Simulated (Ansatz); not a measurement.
# H₂BrO (doublet): from Hartree-Fock to the top rungs at distance O1–H3 along a hydrogen transfer = 1.150 Å, cc-pVDZ

Aim: climb from Hartree-Fock through coupled cluster and multireference methods for H₂BrO (doublet) at one geometry and basis, and see what each rung misses.

Program: Ansatz 0.2.0, Gaussian basis. Level of theory: cc-pVDZ, core rule «outside noble gas», up to 15 orbitals frozen. These are calculated values, not measurements.

The runs, in order: UHF; CCSD(T) on ROHF; CCSD(T) on UHF; BCCD(T) on ROHF; CISD; CCSDT(Q) on ROHF; CCSDT(Q) on UHF; CASSCF and MRCISD+Q, 3 electrons in 3 orbitals; CASSCF and NEVPT2, 3 electrons in 3 orbitals; CASSCF and MRCISD+Q, 15 electrons in 10 orbitals; CASSCF and NEVPT2, 15 electrons in 10 orbitals.

8 further runs of the same task are left out: 1 for a mislabelled method, 2 for a known fault of the program, 5 that didn't finish.

**1. The system**

The geometry derives from fragments relaxed apart (PBE0/def2-TZVP) and kept rigid, so it is no stationary point. A hydrogen atom is moved between rigid fragments. No spin-orbit coupling is included. The filled d shell of Br may be among the frozen orbitals whatever the setting's name suggests; the logs give the count.

4 atoms, charge 0, spin multiplicity 2.

Atoms are counted from 1 here; the program's logs count them from 0.

Bond lengths: O1–H2 0.960 Å, O1–H3 1.150 Å. Angles: H2–O1–H3 105.1°.

**2. UHF**

The input, in.yaml:

```yaml
crystal:
  periodic: [false, false, false]
  atoms:
    - {symbol: O, position_ang: [-1.013923, -0.231644, 0.000000]}
    - {symbol: H, position_ang: [-1.263232, 0.694932, 0.000000]}
    - {symbol: H, position_ang: [0.136077, -0.231644, 0.000000]}
    - {symbol: Br, position_ang: [2.141077, -0.231644, 0.000000]}
basis:
  gaussian: {orbitals: cc-pVDZ}
magnetization: {spin_polarized: true, initial_magnetization: 1}
hamiltonian: {xc: hf}
output: {orbitals: {seedname: orbitals}}
```

Started as:

```bash
$ ansatz run in.yaml --threads 1 --pin off --events-out ev --progress --plain --max-ram 2393MiB
```

Further steps of the session: CCSD(T) on ROHF; CCSD(T) on UHF; BCCD(T) on ROHF; CISD; CCSDT(Q) on ROHF; CCSDT(Q) on UHF; CASSCF and MRCISD+Q, 3 electrons in 3 orbitals; CASSCF and NEVPT2, 3 electrons in 3 orbitals; CASSCF and MRCISD+Q, 15 electrons in 10 orbitals; CASSCF and NEVPT2, 15 electrons in 10 orbitals.

Q: Predict the results of all the runs planned. Wanted: UCCSDT(Q) below the RHF energy; RMP2 from UCCSDT(Q); UMP2 from UCCSDT(Q); RCCSD from UCCSDT(Q); RCCSD(T) from UCCSDT(Q); UCCSD(T) from UCCSDT(Q); RCCSDT(Q) from UCCSDT(Q); NEVPT2 pair from UCCSDT(Q); MRCISD+Q pair from UCCSDT(Q).

As calculated:

```
                         quantity                                                   value
   UCCSDT(Q) below the RHF energy                                              -9.1987 eV
              RMP2 from UCCSDT(Q)                                              +775.6 meV
              UMP2 from UCCSDT(Q)                                              +789.3 meV
             RCCSD from UCCSDT(Q)                                              +176.1 meV
          RCCSD(T) from UCCSDT(Q)                                               +35.7 meV
          UCCSD(T) from UCCSDT(Q)                                               +33.4 meV
         RCCSDT(Q) from UCCSDT(Q)                                                +2.5 meV
       NEVPT2 pair from UCCSDT(Q)                                              +776.8 meV
     MRCISD+Q pair from UCCSDT(Q)                                               +84.0 meV
    NEVPT2 valence from UCCSDT(Q)                                             +1376.7 meV
levels within 1 kcal/mol (43 meV)  RCCSD(T), UCCSD(T), BCCD(T), RCCSDT, UCCSDT, RCCSDT(Q)
                    T1 diagnostic                                                   0.013
   effectively unpaired electrons                                                    1.01
```

RCCSD(T) misses by +35.7 meV, 0.4 % of the correlation energy. One determinant dominates. Of the multireference levels listed MRCISD+Q valence comes nearest in total energy (+48.3 meV), which doesn't show that its space is the better one. These misses are within one basis, not against nature; the frozen cores of restricted and unrestricted runs differ, which can shift their rows.
